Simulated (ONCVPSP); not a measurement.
# Pseudopotential generation for Mg: ONCV, PBE

Aim: build the potential from the settings below, then test how well it stands in for the atom: other configurations, scattering, ghost states and the plane-wave cutoff that it needs.

Method: ONCVPSP 4.0.1.1 (patched build), PBE, scalar-relativistic.

## (1) The atom and the settings

Typed settings, in words:

| Property | Result |
| --- | --- |
| element | magnesium (Mg, Z = 12) |
| type | optimised norm-conserving Vanderbilt (ONCV) |
| frozen core | [He] 2s2 |
| valence charge | 8 |
| reference configuration | 2p6 3s2 |
| partial waves | 3s: rc 1.85 bohr, ncon 4, nbas 8, qcut 3.8 1/bohr, 2 projectors, debl 2.5 Ha; 2p: rc 0.60 bohr, ncon 4, nbas 9, qcut 16 1/bohr, 2 projectors, debl 2 Ha; d scattering state at 0.14 Ha: rc 1.80 bohr, ncon 3, nbas 7, qcut 5.7 1/bohr, 2 projectors, debl 3.2 Ha |
| local potential | polynomial inside 0.55 bohr (lpopt 2, dvloc0 4 Ha) |
| core correction | not asked for |

## (2) Generation

Contents of Mg.dat:

```
# ATOM AND REFERENCE CONFIGURATION
# atsym  z   nc   nv     iexc    psfile
  Mg 12.00    2    2        4      upf
#
#   n    l    f
    1    0    2.00
    2    0    2.00
    2    1    6.00
    3    0    2.00
#
# PSEUDOPOTENTIAL AND OPTIMIZATION
# lmax
    2
#
#   l,   rc,      ep,       ncon, nbas, qcut
    0    1.85    0.00    4    8    3.80
    1    0.60    0.00    4    9   16.00
    2    1.80    0.14    3    7    5.70
#
# LOCAL POTENTIAL
# lloc, lpopt,  rc(5),   dvloc0
    4    2    0.55    4.00
#
# VANDERBILT-KLEINMAN-BYLANDER PROJECTORs
# l, nproj, debl
    0    2    2.50
    1    2    2.00
    2    2    3.20
#
# MODEL CORE CHARGE
# icmod, fcfact, rcfact
    0    0.00    0.00
#
# LOG DERIVATIVE ANALYSIS
# epsh1, epsh2, depsh
   -3.00    5.00    0.02
#
# OUTPUT GRID
# rlmax, drl
    6.00    0.01
#
# TEST CONFIGURATIONS
# ncnf
    4
# nvcnf
#   n    l    f
    2
    2    1    6.00
    3    0    1.00
#
    2
    2    1    6.00
    3    0    0.00
#
    2
    2    1    6.00
    3    0    1.50
#
    3
    2    1    6.00
    3    0    0.00
    3    1    2.00
#
```

Run with:

```bash
$ oncvpsp.x < Mg.dat > Mg.out
```

Before running it: what results should come out? Wanted: cutoffs for 1 and 0.1 mHa per electron, occupied waves; bound ghosts; GHOST(+) flags; largest test error; largest phase difference near zero energy, channels read.

The runs gave:

```
                                                quantity                    value
  cutoffs for 1 and 0.1 mHa per electron, occupied waves        137 Ha and 685 Ha
                                            bound ghosts               none found
                                          GHOST(+) flags  s at 47 eV, d at 113 eV
                            largest test error (AE − PS)     +61 meV, for 2p6 3s0
largest phase difference near zero energy, channels read                0.005 rad
```

What this shows: The worst unpolarised test, 2p6 3s0, is off by 61 meV on 23.0 eV; by total energies transferability rates as fair. By its cutoff, 137 Ha for the looser tolerance, it is very hard. The tighter tolerance needs 685 Ha, and converged work needs a cutoff nearer that. At the looser tolerance the 2p wave is the slowest; 3s needs 4 Ha. It is free of bound ghosts as far as tested. Near zero energy the phases of the channels with partial waves agree within 0.005 rad. The program also flags highly localised states, GHOST(+) (s, d). These are tests on the free atom; a crystal test is still owed.
